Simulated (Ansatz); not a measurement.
Runs of Ansatz 0.2.0 on Ga3Se. The structure is cubic, space group Pm-3m (No. 221). The conventional cell has a = 4.432 Å, b = 4.432 Å, c = 4.432 Å, α = 90.00°, β = 90.00°, γ = 90.00°. Se (site symmetry m-3m) has 12 Ga at 3.13 Å as nearest neighbours. Ga (site symmetry 4/mmm) is surrounded by 4 Se at 3.13 Å and 8 Ga at 3.13 Å. The cell comes from a database or a generator and needn't be the stable form of this composition.

```tsv
level	cutoff (eV)	gap on the mesh (eV)	pressure (GPa)	relaxed volume (Å³/atom)
revPBE	420	none	0.0	(b)
BLYP	420	none	0.0	24.71
PBEsol	420	none	0.0	(a)
r2SCAN	500	none	0.0	20.83
RPBE	420	none	0.0	22.40
LDA	420	none	0.0	19.34
```

Alike in all rows: task relaxation of cell and atoms; potentials or basis Ansatz PAW; no spin polarisation; cell relaxed; k mesh 6 × 6 × 6; smearing fermi-dirac 0.05 eV.

Problem. Fill in the values left out.

Solution. (a) 19.95; (b) 22.12.

Caveats: the plane-wave basis is chosen anew once the cell has moved, so the energies of steps on either side of that aren't comparable; the PAW data sets come from PBE, with cores solved anew for the run's functional, which leaves a small shift of forces and pressure.

A k mesh can miss the band edges, and the runs leave out spin-orbit coupling on Ga, Se.

A gap of «none» marks a metal or a gap under the smearing width.

Runs at the PBE level aren't shown here.
